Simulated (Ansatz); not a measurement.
Consider a check of PAW against all-electron LAPW of TiZn, space group Pm-3m (the Python package of Ansatz (0.2.0)).

`tizn.py`
```python
import ansatz as az
import numpy as np
from tabulate import tabulate

XC = "LDA"
MESH = (10, 10, 10)
FILLING = "Gaussian"


def count_gap(report):
    # lowest empty less highest filled band, counting bands; zero where they overlap
    return max(report.get("gap_by_band_count_ev") or 0.0, 0.0)


def main() -> None:
    structure = (
        az.Lattice.from_parameters(3.123748, 3.123748, 3.123748, alpha=90.0, beta=90.0, gamma=90.0)
        .atom("Ti", (0.5, 0.5, 0.5))
        .atom("Zn", (0.0, 0.0, 0.0))
    )

    base = structure.calculation()
    base = base.functional(XC).kpoints(mesh=MESH)
    base = base.occupations(FILLING, width=100 * az.meV)
    base = base.stress()
    base = base.forces().band_table()
    variants = {
        "PAW": base.pseudopotentials("paw"),
        "LAPW": base.pseudopotentials("all_electron", lapw=True),
    }
    rows = []
    for label, variant in variants.items():
        report = variant.run(threads=1, pin="off").report
        levels = np.array(report["eigenvalues_ev"][0]) - report["fermi_energy_ev"]
        print(label, "levels at the first k-point near E_F:", np.round(levels[np.abs(levels) < 5], 3))
        rows.append((label, report["n_electrons"], np.trace(report["stress_gpa"]) / 3, count_gap(report)))
    print(tabulate(rows, headers=["treatment", "electrons in bands", "P GPa", "gap by band count eV"], floatfmt=".4f", tablefmt="simple"))


if __name__ == "__main__":
    main()
```

How well do the two treatments of the cores agree on the pressure?

PAW gives -7.156 GPa and LAPW -7.181 GPa, 0.025 GPa apart. They took 1.6 and 15.9 s of processor time.

What the script printed:

```console
$ python tizn.py
DeckWarning: basis.ecutwfc = 420 eV, auto-derived from the records' recommended cutoffs: set by Ti (normal level)
PAW levels at the first k-point near E_F: [-0.54  -0.54   2.157  2.157  2.157]
LAPW levels at the first k-point near E_F: [-0.54  -0.54   2.159  2.159  2.159]
treatment      electrons in bands    P GPa    gap by band count eV
-----------  --------------------  -------  ----------------------
PAW                       24.0000  -7.1559                  0.0000
LAPW                      32.0000  -7.1809                  0.0000
```
(Warnings from the package without file and line.)

The run is spin-unpolarised. The computed bands are complete only to about 2.9 eV above the Fermi level. The mesh is modest for a metal, so energies can be off by several to tens of meV an atom and pressures by half a GPa or more; differences at equal mesh fare better. A gap by band count of zero or less means overlapping bands, a metal. At these settings the cell as given stands under about -7 GPa, so it isn't at this functional's equilibrium volume. The structure comes from a database of computed cells and needn't be a stable or known phase. Gaps and levels are Kohn-Sham values on a finite set of k-points. Pressure is positive in compression; the treatments may keep other shells as core, so totals and counts of electrons can differ. It ran for 18 s on 1 thread of Arm Neoverse V2 (shared host), peak memory 0.46 GiB.
